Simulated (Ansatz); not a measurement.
BiTe under changes of volume

One of the cells (33.855 Å³/atom); the others are scaled copies at fixed shape and fractional positions:

```xyz
2
Lattice="0.0000 3.2350 3.2350 3.2350 0.0000 3.2350 3.2350 3.2350 0.0000" Properties=species:S:1:pos:R:3 pbc="T T T"
Bi    0.0000    0.0000    0.0000
Te    3.2350    3.2350    3.2350
```

* Program: Ansatz 0.2.0
* Functional: PBE0
* Potentials or basis: Ansatz PAW
* Cutoff: 420 eV (not typed: the program's choice for these potentials)
* k mesh: 4 × 4 × 4
* Occupations: fermi-dirac, width 0.05 eV
* Spin: no spin polarisation

| volume (Å³/atom) | energy over the lowest point (meV/atom) | pressure (GPa) |
| --- | --- | --- |
| 31.824 | 6.71 | 2.1 |
| 32.501 | 0.70 | 0.8 |
| 33.178 | 0.00 | -0.4 |
| 33.855 | 4.02 | -1.5 |
| 34.532 | 12.19 | -2.4 |
| 35.209 | 24.09 | -3.2 |
| 35.886 | ? | ? |

Task: What does the run at 35.886 Å³/atom give?

Result: Energy over the lowest point 39.23 meV/atom; pressure -4.0 GPa.

Worked out: A Birch-Murnaghan fit of order 3 (a polynomial in V^(-2/3)) to the other rows has its minimum at 32.93 Å³/atom with B0 = V·E''(V) = 57 GPa and B' = 4.8. It gives 39.26 meV/atom at 35.886 Å³/atom, against the run's 39.23, and -dE/dV = -3.9 GPa, against -4.0.

Energies are extrapolated to zero smearing.

Caveats: all runs use coarse meshes; the PAW data sets come from PBE, with cores solved anew for the run's functional, which leaves a small shift of forces and pressure; the thresholds are loose for stress.
